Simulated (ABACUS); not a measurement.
Ba2Tl5V3O12 in ABACUS: the effect of functional

The system is Ba2Tl5V3O12.

```xyz
22
Lattice="4.3201 2.4942 6.2486 -4.3201 2.4942 6.2486 0.0000 -4.9884 6.2486" Properties=species:S:1:pos:R:3 pbc="T T T"
Ba    0.0000    0.0000    9.3729
Ba    0.0000    0.0000    0.0000
V     0.0000    2.4942    6.2486
V    -2.1600   -1.2471    6.2486
V     2.1600   -1.2471    6.2486
Tl    0.0000   -2.4942    3.1243
Tl    2.1600    1.2471    3.1243
Tl   -2.1600    1.2471    3.1243
Tl    0.0000    0.0000   13.8803
Tl    0.0000    0.0000    4.8655
O     2.7460   -0.0684    7.5597
O    -1.3137    2.4123    7.5597
O    -1.4322   -2.3439    7.5597
O    -1.4323    2.3438   11.1860
O     2.7460    0.0685   11.1860
O    -1.3137   -2.4123   11.1860
O    -2.7460    0.0685   11.1860
O     1.3137   -2.4123   11.1860
O     1.4323    2.3438   11.1860
O     1.4322   -2.3439    7.5597
O    -2.7460   -0.0684    7.5597
O     1.3137    2.4123    7.5597
```

The cell was built by a generator and needn't be a form met in nature.

The cell isn't the ideal one: volume scaled by 1.06.

Alike in all runs:

| Item | Value |
| --- | --- |
| Program | ABACUS 3.10.1 |
| Task | equation of state |
| Potentials or basis | SG15 ONCV 1.2 PBE |
| Cutoff | 1361 eV |
| Density cutoff | 5442 eV |
| Basis | DZP LCAO (the cutoffs set its grid) |
| k mesh | 3 × 3 × 3 |
| Occupations | fermi-dirac, width 0.05 eV |
| Spin | collinear spin, ferromagnetic start |
| Starting moments | [0.0, 0.0, 2.0, 2.0, 2.0, 0.0, 0.0, 0.0, 0.0, 0.0, 0.0, 0.0, 0.0, 0.0, 0.0, 0.0, 0.0, 0.0, 0.0, 0.0, 0.0, 0.0] μB |

```tsv
functional	pressure (GPa)	moment (μB)	largest force (eV/Å)
LDA	-9.5	0.61	1.01
PBEsol	-6.8	1.07	0.85
WC	-15.9	0.60	1.23
RPBE	?	?	?
SCAN	-7.2	1.21	0.90
```

**Question.** What does the run with functional RPBE give?

**Answer.** Pressure -0.4 GPa; moment 1.25 μB; largest force 0.59 eV/Å.

Caveats: the atomic orbitals were generated for these runs and aren't a published set; the potentials were made for another functional, which shifts forces and pressure; the basis of atomic orbitals isn't converged, which shifts pressures, moduli and gaps.

Runs at the PBE level aren't shown here.
